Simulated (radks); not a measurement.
# S in [Ne] 3s2 3p4: an all-electron calculation

One table from this session's results is given with a row withheld; the runs are named, their logs left out.

Method: Dirac Kohn-Sham, PW91, spin-unpolarised, spherical densities, finite nucleus; open shells fill j = l - 1/2 first. Code: radks (a radial shooting solver on a logarithmic mesh, Libxc functionals) version 1.

### Starting point

* element: sulfur (Z = 16)
* charge: 0
* electrons: 16
* configuration: [Ne] 3s2 3p4
* nuclear rms radius: 3.2611 fm

The first run:

The run's settings:

```text
Z 16
configuration [Ne] 3s2 3p4 4s0 3d0 4p0 4f0
relativity Dirac
functional pw91,pw91
spin unpolarised
j_filling energy
nucleus finite rms 3.2611 fm
c 137.035999084
```

One of the session's tables, all rows but one given; the rest of the session is left out.

It belongs to the step «Radial structure». Radial moments (bohr):

| level | <r> | outermost maximum (interpolated) | 90 % within | nodes |
| --- | --- | --- | --- | --- |
| 1s1/2 | 0.09687 | 0.0633 | 0.173 | 0 |
| 2s1/2 | 0.4790 | 0.388 | 0.751 | 1 |
| 2p1/2 | 0.4409 | 0.324 | 0.735 | 0 |
| 2p3/2 | 0.4432 | 0.326 | 0.738 | 0 |
| 3s1/2 | 1.693 | 1.41 | 2.58 | 2 |
| 3p1/2 | ? | ? | ? | ? |
| 3p3/2 | 2.075 | 1.60 | 3.30 | 1 |

**Question.** Estimate the row for 3p1/2.

The run gave: <r>: 2.065; outermost maximum (interpolated): 1.60; 90 % within: 3.28; nodes: 1. In the column «<r>» it lies between 3s1/2 (1.693) and 3p3/2 (2.075).

To keep in mind: Spin polarisation and multiplet splitting are left out.
